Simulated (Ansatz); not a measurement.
Predict the output of the script below (Ansatz's Python interface).

`c2h6bclsi_methods.py`:
```python
"""One geometry of C2H6BClSi, method by method."""

from pathlib import Path
import warnings

import ansatz as az
import numpy as np

SETTINGS = {
    "basis_set": "def2-SVP",
}

warnings.simplefilter("ignore", az.DeckWarning)

geometry_ang = [
    ("B", [-1.0625, 1.2594, 0.1816]),
    ("C", [0.2605, 0.5524, -0.1068]),
    ("Cl", [1.7127, 1.5372, -0.2463]),
    ("C", [0.2957, -0.6606, -0.9431]),
    ("Si", [0.4991, -1.0301, 0.8852]),
    ("H", [-1.351, 1.7346, 1.2482]),
    ("H", [-1.8247, 1.5313, -0.7186]),
    ("H", [1.1588, -0.8267, -1.5749]),
    ("H", [-0.7772, -0.9586, -1.2669]),
    ("H", [1.8713, -1.5195, 1.1046]),
    ("H", [-0.7173, -1.6764, 1.4576]),
]
molecule = az.Crystal.molecule()
for symbol, xyz in geometry_ang:
    molecule = molecule.atom(symbol, xyz)

calc = (
    molecule.calculation()
    .basis(gaussian=SETTINGS["basis_set"])
)

print("functional    E (Ha)        dipole (D)   HOMO (eV)  LUMO (eV)")
for name in ["r2scan", "r2scan0", "hf", "pbe", "hse06"]:
    summary = calc.functional(name).forces().orbitals().run(runs_dir="runs").report
    lines = Path(summary["orbitals_path"]).read_text().splitlines()
    field_of = lambda key: [line.split("=")[1].strip() for line in lines if line.startswith(key)]
    orbitals = [(27.211386 * float(e), s, float(n)) for e, s, n in zip(field_of("Ene="), field_of("Spin="), field_of("Occup="))]
    homo = max(e for e, _, n in orbitals if n > 0.5)
    lumo = min(e for e, _, n in orbitals if n < 0.5)
    dipole = 4.803205 * np.linalg.norm(summary["charge_distribution"]["dipole_moment_e_ang"])
    print(f"{name:10s} {summary['free_energy_ev'] / 27.211386246:14.6f} {dipole:9.3f} {homo:11.3f} {lumo:10.3f}")
```

```console
$ python c2h6bclsi_methods.py
functional    E (Ha)        dipole (D)   HOMO (eV)  LUMO (eV)
r2scan        -853.831765     1.643      -5.643     -2.872
r2scan0       -853.817877     1.735      -6.624     -2.021
hf            -851.927718     2.010      -8.813      1.570
pbe           -853.459893     1.538      -5.420     -3.107
hse06         -853.528341     1.661      -6.092     -2.545
```

Caveats:
- Total energies depend on the basis set; only differences at equal settings carry meaning.
- The geometry is a force-field or estimated start, not a minimum of this method, and the basis set is short of its limit. A lower total doesn't mark the better method: functionals have no common bound, and MP2 and coupled cluster aren't variational.
- Levels such as HOMO and LUMO are orbital energies: with these approximate functionals they aren't the ionisation energy and electron affinity, and their gap isn't the fundamental gap.
- hse06 follows the composition of plane-wave codes, whose totals differ by tens of mHa, up to about 0.1 Ha, from the form usual in Gaussian-basis programs (wpbeh).
- Wall time of the script: 43 s on 1 thread of AMD EPYC 7R43 64-Core Processor (Zen 3) (shared host), peak memory 0.33 GiB.

(Lines on the test bed's own set-up are left out of the output.)
